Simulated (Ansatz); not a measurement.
# LuTiF3: one candidate of a structure search

Aim: relax a trial structure of LuTiF3 and see where it ends.

Program: Ansatz 0.2.0. Level of theory: DFT PBE, scalar-relativistic, plane waves, PAW. These are calculated values, not measurements.

**1. The system as given**

The structure is cubic, space group Pm-3m (No. 221). Conventional cell: a = 4.147 Å, b = 4.147 Å, c = 4.147 Å, α = 90.00°, β = 90.00°, γ = 90.00°. Around Lu (site symmetry m-3m) lie 12 F at 2.93 Å. Ti (site symmetry m-3m) has 6 F at 2.07 Å as nearest neighbours. F (site symmetry 4/mmm) is surrounded by 2 Ti at 2.07 Å and 4 Lu at 2.93 Å.

As a file:

```cif
data_structure
_symmetry_space_group_name_H-M 'Pm-3m'
_symmetry_Int_Tables_number 221
_cell_length_a 4.1471
_cell_length_b 4.1471
_cell_length_c 4.1471
_cell_angle_alpha 90.000
_cell_angle_beta 90.000
_cell_angle_gamma 90.000
_cell_volume 71.33
loop_
_atom_site_label
_atom_site_type_symbol
_atom_site_symmetry_multiplicity
_atom_site_Wyckoff_symbol
_atom_site_fract_x
_atom_site_fract_y
_atom_site_fract_z
_atom_site_occupancy
Lu1 Lu 1 a 0.00000 0.00000 0.00000 1
Ti1 Ti 1 b 0.50000 0.50000 0.50000 1
F1 F 3 c 0.00000 0.50000 0.50000 1
```

A structure generator made this guess: species swapped into a database cell of ErBRh3 (Pm-3m, No. 221), with Lu on the Er sites, Ti on the B sites and F on the Rh sites. Lengths come from tabulated atomic sizes and are only a guess.

**2. The guess as it stands, on a coarse mesh**

input.yaml reads:

```yaml
crystal:
  lattice:
    - [4.14713108, 0.0, 0.0]
    - [0.0, 4.14713108, 0.0]
    - [0.0, 0.0, 4.14713108]
  atoms:
    - { symbol: Lu, position: [0.0, 0.0, 0.0] }
    - { symbol: Ti, position: [0.5, 0.5, 0.5], spin: 1.0 }
    - { symbol: F, position: [0.0, 0.5, 0.5] }
    - { symbol: F, position: [0.5, 0.0, 0.5] }
    - { symbol: F, position: [0.5, 0.5, 0.0] }
basis:
  ecutwfc: 420
kpoints:
  mp_grid: { grid: [4, 4, 4] }
hamiltonian:
  xc: pbe
scf:
  occupations: { method: gaussian, width: 0.1 }
  lower_state_search: "off"
output:
  forces: true
  stress: true
  eigenvalues: true
  populations: true
magnetization:
  spin_polarized: true
```

Launch:

```console
$ ansatz run input.yaml --threads 1 --pin off --max-ram 2560MiB --backend cpu --events-out ev --progress --plain --runs-dir out
```

Further runs follow: a loose first relaxation; full relaxation.

Before running it: what results should come out? Wanted: conventional cell; volume; energy over the elements; gap on the mesh; total moment.

As calculated:

| quantity | value |
| --- | --- |
| symmetry at the end (tolerance 0.05 Å) | space group Pm-3m (No. 221) |
| conventional cell | a = 4.281 Å, b = 4.281 Å, c = 4.281 Å, α = 90.00°, β = 90.00°, γ = 90.00° |
| volume | 15.69 Å³/atom |
| energy over the elements (uncorrected; H, N, O, F and Cl as molecules) | -1.97 eV/atom |
| gap on the mesh | none (metal) |
| total moment | 2.60 μB/cell |

In words: The space group Pm-3m (No. 221) is kept, and the volume per atom grows by 10.0 % from the first guess. A negative formation energy is needed for stability but isn't enough; other structures and compounds were not set against it here. No finished test with a distortion of lower symmetry is shown, so the end may be a saddle point. The runs treat Lu without spin-orbit coupling. Other magnetic orders were not searched.
